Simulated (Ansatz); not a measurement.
**SiGeH₃+ (triplet): from Hartree-Fock to the top rungs, cc-pVTZ**

An exercise on one series of results from a longer session: the logs are not shown, and one member is left open.

The runs use Ansatz 0.2.0, Gaussian basis; cc-pVTZ, core rule «outside noble gas», up to 19 orbitals frozen.

To be run: UHF; CCSD(T) on ROHF; CCSD(T) on UHF; BCCD(T) on ROHF; CCSDT(Q) on ROHF; CCSDT(Q) on UHF; CASSCF and NEVPT2, 10 electrons in 11 orbitals.

3 further runs of the same task are left out: 3 set aside as unsound or not needed.

### The geometry

The geometry is a PBE0/def2-TZVP stationary point (not a proven minimum) of the parent state, kept for this charge and spin. No spin-orbit coupling is included. The filled d shell of Ge may be among the frozen orbitals whatever the setting's name suggests; the logs give the count.

5 atoms, charge 1, spin multiplicity 3.

Atoms are counted from 1 here; the program's logs count them from 0.

Bond lengths: Si1–Ge2 2.440 Å, Si1–H3 1.499 Å, Si1–H4 1.492 Å, Si1–H5 1.492 Å. Angles: Ge2–Si1–H3 101.6°, Ge2–Si1–H4 116.0°, Ge2–Si1–H5 116.0°, H3–Si1–H4 107.3°, H3–Si1–H5 107.3°, H4–Si1–H5 107.7°.

Set-up of the first run:

The input, in.yaml:

```yaml
crystal:
  periodic: [false, false, false]
  atoms:
    - {symbol: Si, position_ang: [-0.005941, 0.000000, 1.692878]}
    - {symbol: Ge, position_ang: [-0.001466, 0.000000, -0.747359]}
    - {symbol: H, position_ang: [1.461722, -0.000031, 1.996378]}
    - {symbol: H, position_ang: [-0.595235, 1.204279, 2.346671]}
    - {symbol: H, position_ang: [-0.595286, -1.204254, 2.346671]}
basis:
  gaussian: {orbitals: cc-pVTZ}
total_charge: 1
magnetization: {spin_polarized: true, initial_magnetization: 2}
hamiltonian: {xc: hf}
output: {orbitals: {seedname: orbitals}}
```

Run with:

```sh
ansatz run in.yaml --threads 1 --pin off --events-out ev --progress --plain --max-ram 2816MiB --backend cpu
```

Steps of the session up to this table: UHF; CCSD(T) on ROHF; CCSD(T) on UHF; BCCD(T) on ROHF; CCSDT(Q) on ROHF; CCSDT(Q) on UHF; CASSCF and NEVPT2, 10 electrons in 11 orbitals.

One table of the session follows, with a row left open; its other results are not shown here.

```
        method  from UCCSDT(Q) (meV)
          ROHF               +5975.8
           UHF               +5830.0
          RMP2               +1249.4
          UMP2               +1255.2
         RCCSD                +241.9
         UCCSD                +225.7
      RCCSD(T)                 +55.5
      UCCSD(T)                     ?
       BCCD(T)                 +55.0
        RCCSDT                 +18.9
        UCCSDT                  +7.2
     RCCSDT(Q)                 +11.9
     UCCSDT(Q)                     0
CASSCF valence               +3983.5
NEVPT2 valence               +1143.7
```

**Question.** Estimate the row for UCCSD(T).

The run gave: from UCCSDT(Q) (meV): +44.8. In the column «from UCCSDT(Q) (meV)» it lies between RCCSDT (+18.9) and BCCD(T) (+55.0).

To keep in mind: Restricted and unrestricted rows rest on different reference determinants; where their highest levels disagree by more than a few hundredths of an eV, they describe different states and don't form one ladder.
